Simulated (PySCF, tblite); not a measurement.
# C10H6BBrF2: excited states

Aim: compute the excited states of C10H6BBrF2 (`FB(F)c1ccc2cc(Br)cc-2cc1`).

Programs: tblite 0.8.0 and PySCF 2.14.0, with routines of our own; each step states its level. All values are computed. Atoms count from 0.

## 1. The system as given

20 atoms, charge 0, multiplicity 1; geometry from: force field or distance geometry start.

## 2. Relaxing the molecule with GFN2-xTB

Job settings and geometry (Å):

```
{"job": {"kind": "relax", "xc": "GFN2-xTB", "basis": "xTB"}, "charge": 0, "multiplicity": 1}
F      4.348800     1.062800    -0.452100
B      3.569100    -0.087200    -0.053800
F      4.298700    -1.290500     0.348900
C      1.986200    -0.043600    -0.033800
C      1.394300     1.162700    -0.416900
C      0.045500     1.513600    -0.517700
C     -1.038500     0.716900    -0.225700
C     -2.348500     1.132500    -0.330800
C     -3.168100     0.077800     0.037000
Br    -5.083300     0.128600     0.062800
C     -2.403700    -1.008300     0.386200
C     -1.072600    -0.663500     0.245100
C     -0.020000    -1.514200     0.521200
C      1.347800    -1.235700     0.385600
H      2.059900     1.978500    -0.708400
H     -0.162300     2.524800    -0.839900
H     -2.690200     2.108000    -0.655300
H     -2.780400    -1.970600     0.719900
H     -0.268900    -2.509900     0.859700
H      1.981000    -2.072000     0.665200
```

Run with:

```
OMP_NUM_THREADS=1 python excited_run.py task.json out
```

This one command runs all jobs of the session in turn.

The program printed:

```text
step      E/eV     max force
  0   -1068.63444    3.727
  1   -1069.07531    2.526
  2   -1069.22444    2.884
  3   -1069.30260    0.738
  4   -1069.32716    0.358
  5   -1069.34327    0.285
  6   -1069.34656    0.153
  7   -1069.34905    0.100
  8   -1069.34980    0.085
  9   -1069.35105    0.082
 10   -1069.35152    0.041
 11   -1069.35170    0.023
 12   -1069.35175    0.019
 13   -1069.35180    0.015
 14   -1069.35184    0.011
 15   -1069.35186    0.016
 16   -1069.35187    0.014
 17   -1069.35188    0.007
```

It took 0.21 s on 1 thread of Intel Xeon 6975P-C, shared host.

Relaxation path:

```csv
step,energy from step 0 (eV),largest force (eV/Å)
0,0.0000,3.7268
1,-0.4409,2.5263
2,-0.5900,2.8840
3,-0.6682,0.7375
4,-0.6927,0.3578
5,-0.7088,0.2846
6,-0.7121,0.1530
7,-0.7146,0.0999
8,-0.7154,0.0853
9,-0.7166,0.0821
10,-0.7171,0.0408
11,-0.7173,0.0230
12,-0.7173,0.0187
13,-0.7174,0.0149
14,-0.7174,0.0115
15,-0.7174,0.0161
16,-0.7174,0.0141
17,-0.7174,0.0071
```

Distances of close pairs at the start and the end, largest changes first:

```csv
bond,before (Å),after (Å),change (Å)
B1–F2,1.464,1.319,-0.144
F0–B1,1.445,1.319,-0.126
C8–Br9,1.916,1.879,-0.037
C6–C11,1.459,1.487,+0.028
C8–C10,1.373,1.394,+0.021
B1–C3,1.584,1.564,-0.019
C12–C13,1.402,1.384,-0.019
C6–C7,1.378,1.393,+0.015
```

The end geometry stands in the next job.

## 3. Harmonic vibrations with GFN2-xTB

Job settings and geometry (Å):

```
{"job": {"kind": "ir", "xc": "GFN2-xTB", "basis": "xTB"}, "charge": 0, "multiplicity": 1}
F      4.307347     0.936919    -0.411072
B      3.565070    -0.090745    -0.046008
F      4.260839    -1.156527     0.301088
C      2.001554    -0.049865    -0.025743
C      1.403401     1.156784    -0.419702
C      0.066324     1.502080    -0.507077
C     -1.049871     0.731291    -0.225810
C     -2.374519     1.147914    -0.338804
C     -3.189247     0.080690     0.037460
Br    -5.067429     0.128878     0.061469
C     -2.420742    -1.026583     0.394920
C     -1.079776    -0.677416     0.249960
C      0.003095    -1.501617     0.509078
C      1.353114    -1.224022     0.386560
H      2.102435     1.936270    -0.696921
H     -0.143825     2.511984    -0.840698
H     -2.713017     2.115063    -0.657474
H     -2.800350    -1.975367     0.722398
H     -0.248391    -2.498011     0.854481
H      2.018839    -2.037041     0.648862
```

The program printed:

```text
mode    cm-1     km/mol
  1      37.1      1.73
  2      49.1      0.00
  3     100.8      1.97
  4     111.7      0.63
  5     140.6      0.00
  6     165.7      0.03
  7     198.3      0.72
  8     241.1      2.25
  9     331.9      2.33
 10     350.7      4.39
 11     353.0      2.19
 12     377.7      0.01
 13     386.6      0.29
 14     454.6     26.94
 15     494.7     59.68
 16     521.2      3.14
 17     568.0      3.84
 18     623.1      7.21
 19     627.1     48.98
 20     683.3      0.00
 21     733.5      2.50
 22     742.4      6.58
 23     784.2     14.46
 24     793.4      0.00
 25     819.0     17.34
 26     843.3      9.42
 27     849.4      0.01
 28     887.4      1.16
 29     925.5      1.30
 30     930.2      0.00
 31    1040.8     37.12
 32    1075.2     32.95
 33    1090.0     25.90
 34    1144.1      1.55
 35    1195.1     43.33
 36    1257.9    377.20
 37    1273.1    845.76
 38    1274.9    306.68
 39    1285.1      0.35
 40    1327.4      4.99
 41    1372.4      0.22
 42    1382.8      3.46
 43    1398.9      7.56
 44    1430.4    368.80
 45    1494.9      0.14
 46    1534.4      3.84
 47    1563.2      0.03
 48    1578.0      0.95
 49    3043.4     15.24
 50    3043.8      5.40
 51    3061.6     29.36
 52    3063.1      3.53
 53    3159.0      6.85
 54    3159.7     15.91
```

Wall time 1.2 s (1 thread of Intel Xeon 6975P-C, shared host).

The strongest bands and the atoms that carry them (share of the mass-weighted mode):

```
cm⁻¹  km/mol                        atoms
 495    59.7   B1 51 %, C4 11 %, C13 11 %
 627    49.0             C3 46 %, B1 22 %
1041    37.1                      C3 38 %
1195    43.3                      C3 19 %
1258   377.2  H14 23 %, H19 23 %, B1 12 %
1273   845.8             B1 49 %, C3 12 %
1275   306.7    B1 72 %, F0 14 %, F2 11 %
1430   368.8   C7 22 %, C10 22 %, C8 12 %
```

## 4. Excited states: TDA BHandHLYP/def2-SVP

The job, as its differences from that of step 3:

```diff
@@ -1,2 +1,2 @@
-{"job": {"kind": "ir", "xc": "GFN2-xTB", "basis": "xTB"}, "charge": 0, "multiplicity": 1}
+{"job": {"kind": "states", "xc": "BHandHLYP", "basis": "def2-SVP", "tda": true, "soc": true, "nstates": 5, "ntriplets": 4, "nquad": 4}, "charge": 0, "multiplicity": 1}
 F      4.307347     0.936919    -0.411072
```

Level: TDA BHandHLYP/def2-SVP excited states, vertical, gas phase, spin-orbit mean-field couplings.

The program printed:

```text
coarse grid: 89744 points
cycle   1  E = -3182.2614754542  dE =  1.990e+00  |g| = 7.005e-01  |ddm| = 5.960e+00
cycle   2  E = -3182.2898369859  dE = -2.836e-02  |g| = 6.897e-01  |ddm| = 1.395e+00
cycle   3  E = -3182.3686885255  dE = -7.885e-02  |g| = 6.542e-02  |ddm| = 6.062e-01
cycle   4  E = -3182.3693621795  dE = -6.737e-04  |g| = 4.164e-02  |ddm| = 1.401e-01
cycle   5  E = -3182.3698011822  dE = -4.390e-04  |g| = 8.264e-03  |ddm| = 5.566e-02
cycle   6  E = -3182.3698188852  dE = -1.770e-05  |g| = 2.180e-03  |ddm| = 1.334e-02
cycle   7  E = -3182.3698201713  dE = -1.286e-06  |g| = 9.446e-04  |ddm| = 4.009e-03
final grid: 191808 points
cycle   8  E = -3182.3698834856  dE =  2.713e-07  |g| = 1.519e-03  |ddm| = 3.774e-03
cycle   9  E = -3182.3698821217  dE =  1.364e-06  |g| = 2.603e-03  |ddm| = 5.319e-03
cycle  10  E = -3182.3698842084  dE = -2.087e-06  |g| = 1.656e-04  |ddm| = 3.391e-03
cycle  11  E = -3182.3698842166  dE = -8.164e-09  |g| = 4.460e-05  |ddm| = 2.179e-04
cycle  12  E = -3182.3698842202  dE = -3.554e-09  |g| = 2.064e-05  |ddm| = 2.425e-04
cycle  13  E = -3182.3698842204  dE = -1.946e-10  |g| = 5.211e-06  |ddm| = 5.360e-05
converged SCF energy = -3182.3698842204

Singlet excitations
state   eV       nm        f     d(h-e)  d(exc)  Lambda  PR(NTO)  |dmu|/D   mu/D   main configurations
  1   2.4554   504.9   0.01893   1.059   3.453   0.570   1.105    2.381    2.284   H->L 0.93
  2   3.7658   329.2   0.09797   1.389   3.795   0.801   1.887    3.456    3.360   H-1->L 0.63, H->L+1 0.35
  3   5.0657   244.8   0.05929   1.086   3.638   0.664   1.690    2.558    2.462   H-1->L+1 0.72, H-4->L 0.22
  4   5.5517   223.3   0.00000   4.315   5.328   0.190   1.003   11.853   11.757   H-2->L 0.96
  5   5.6381   219.9   2.19668   2.306   4.258   0.781   2.210                     H->L+1 0.52, H-1->L 0.31, H-3->L 0.11

Triplet excitations (Tamm-Dancoff)
state   eV     d(h-e)  d(exc)  Lambda  PR(NTO)   main configurations
  1   1.8586   0.925   3.458   0.566   1.011   H->L 0.99
  2   2.2382   0.673   3.406   0.782   1.586   H-1->L 0.71, H->L+1 0.19
  3   2.8747   0.842   3.434   0.827   1.530   H->L+1 0.78, H-1->L 0.21
  4   4.0451   0.991   3.597   0.656   1.129   H-1->L+1 0.91
S1 - T1 = 0.5968 eV

Spin-orbit couplings |<S|Hso|T>| (cm-1)
             T1       T2       T3       T4
S0        0.443    0.096    0.014    1.539
S1        0.000    0.098    0.023    0.015
S2        0.091    0.010    0.012    0.054
S3        0.026    0.115    0.057    0.014
S4        1.708  277.958  173.137    0.327
S5        0.042    0.012    0.005    0.115
T1 sublevels (cm-1): 0.000 0.000 0.000   radiative rates (1/s): 0.000183 0.000233 0.00584
```

Run time: 97 s. Hardware: 1 thread of Intel Xeon 6975P-C, shared host; peak memory 1 GiB.

In short:

```
  quantity    value
S1 less T1  0.60 eV
```

## 5. Summary of results

| quantity | value |
| --- | --- |
| strongest single infrared mode (GFN2-xTB) | 1273 cm⁻¹, 846 km/mol |
| zero-point energy (GFN2-xTB) | 82.0 kcal/mol |
| S1 less T1 (step 4, TDA BHandHLYP/def2-SVP) | 0.60 eV |

What this shows: All 54 modes are real, so the xTB geometry is a minimum. Unscaled tight-binding wavenumbers are off by several per cent, some by more. Its intensities can rank the bands wrongly. Scalar relativity is left out for the heavy atoms. In step 4, the number of triplets below S1 is 2, and the largest singlet-triplet spin-orbit coupling is S4–T2, 277.96 cm⁻¹.
